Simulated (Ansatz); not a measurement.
I need a small convex hull of the Na-La system. Use Ansatz 0.2.0 through its Python package. Use (first run): RPBE, PAW, cutoff 260 eV, Gaussian smearing of 0.05 eV, D3BJATM dispersion.

`nala3_hull.py`:
```python
# -*- coding: utf-8 -*-
"""Stability of Na-La compounds against each other, after relaxing atoms and volume at fixed cell shape."""

from collections import Counter
import warnings

import ansatz as az
from ase import Atoms
from pymatgen.analysis.phase_diagram import PDEntry, PhaseDiagram
from pymatgen.core import Composition

XC = "rpbe"
DISPERSION = "d3bjatm"
CUTOFF = 260
K_SPACING = 0.39
OCCUPATIONS = "gaussian"
SIGMA = 0.05


def solve(name, crystal):
    calc = (
        crystal.calculation()
        .functional(XC, dispersion=DISPERSION)
        .basis(CUTOFF)
        .kpoints(spacing=K_SPACING)
        .occupations(OCCUPATIONS, width=SIGMA)
    )
    calc = calc.relax(force_tolerance=0.01, fix_cell=["shape"])
    return calc.run(threads=1, pin="off")


def counts(outcome):
    return Counter(site.symbol for site in outcome.lattice.sites)


def main():
    warnings.simplefilter("ignore", az.DeckWarning)

    phases = {}
    nala3_pm_3m = (
        az.Lattice.cubic(5.25629)
        .space_group(221)
        .atom("Na", (0.0, 0.0, 0.0))
        .atom("La", (0.5, 0.0, 0.5))
    )
    phases["NaLa3 Pm-3m"] = nala3_pm_3m
    nala_p_6m2 = (
        az.Lattice.from_parameters(3.60625, 3.60625, 6.48378, alpha=90, beta=90, gamma=120)
        .space_group(187)
        .atom("Na", (0.0, 0.0, 0.0))
        .atom("La", (1 / 3, 2 / 3, 0.5))
    )
    phases["NaLa P-6m2"] = nala_p_6m2
    na = (
        az.Lattice.bcc(4.282)
        .space_group(229)
        .atom("Na", (0.0, 0.0, 0.0))
        .primitive()
    )
    phases["Na"] = na
    atoms = Atoms(
        ["La", "La", "La", "La"],
        scaled_positions=[
            (0.0, 0.0, 0.0),
            (0.0, 0.0, 0.5),
            (1 / 3, 2 / 3, 0.75),
            (2 / 3, 1 / 3, 0.25),
        ],
        cell=[
            (3.77, 0.0, 0.0),
            (-1.885, 3.26492, 0.0),
            (0.0, 0.0, 12.159),
        ],
        pbc=True,
    )
    la = az.Crystal.from_ase(atoms)
    phases["La"] = la

    done = {}
    for name, crystal in phases.items():
        done[name] = solve(name, crystal)
        print(f"{name}: {done[name].report['energy_sigma0_ev']:.4f} eV, {len(done[name].lattice.sites)} atoms")

    entries = [PDEntry(Composition(dict(counts(o))), o.report["energy_sigma0_ev"], name=name) for name, o in done.items()]
    diagram = PhaseDiagram(entries)
    rows = [(e.name, e.composition.get_atomic_fraction("La"), diagram.get_form_energy_per_atom(e), diagram.get_e_above_hull(e)) for e in entries]
    rows.sort(key=lambda row: row[1])
    print("| phase | x(La) | E_form (eV/atom) | above hull (eV/atom) |")
    print("| --- | --- | --- | --- |")
    for row in rows:
        print(f"| {row[0]} | {row[1]:.3f} | {row[2]:.4f} | {row[3]:.4f} |")
    print("on the hull of these phases:", ", ".join(row[0] for row in rows if row[3] < 1e-6))


if __name__ == "__main__":
    main()
```

```console
$ python nala3_hull.py
NaLa3 Pm-3m: -20281.9771 eV, 4 atoms
NaLa P-6m2: -7753.3127 eV, 2 atoms
Na: -1489.9145 eV, 1 atoms
La: -25059.1216 eV, 4 atoms
| phase | x(La) | E_form (eV/atom) | above hull (eV/atom) |
| --- | --- | --- | --- |
| Na | 0.000 | 0.0000 | 0.0000 |
| NaLa P-6m2 | 0.500 | 0.6911 | 0.6911 |
| NaLa3 Pm-3m | 0.750 | 0.5697 | 0.5697 |
| La | 1.000 | 0.0000 | 0.0000 |
on the hull of these phases: Na, La
```

Caveats:
- These settings explore the input space; cutoff and mesh may be short of convergence.
- The cutoff lies under the one recommended for these potentials.
- Dispersion corrections can be off by several per cent in the lattices of metals, and by several GPa in the pressure at a fixed cell.
- Atoms and volume are relaxed with the cell's shape held, which in cells of lower than cubic symmetry can hide stresses and shift volumes.
- The cells come from databases of deposited and of computed structures, and not all need be stable phases.
- Differences under about 40 meV an atom lie within the error of mesh and functional, so such verdicts may flip; only the cells listed enter the hull.
- The script silences the warnings on its input, which a real study should read.
- The whole script took 68 s on 1 thread of Intel(R) Xeon(R) Platinum 8488C (Sapphire Rapids), on a shared host, peak memory 0.54 GiB.
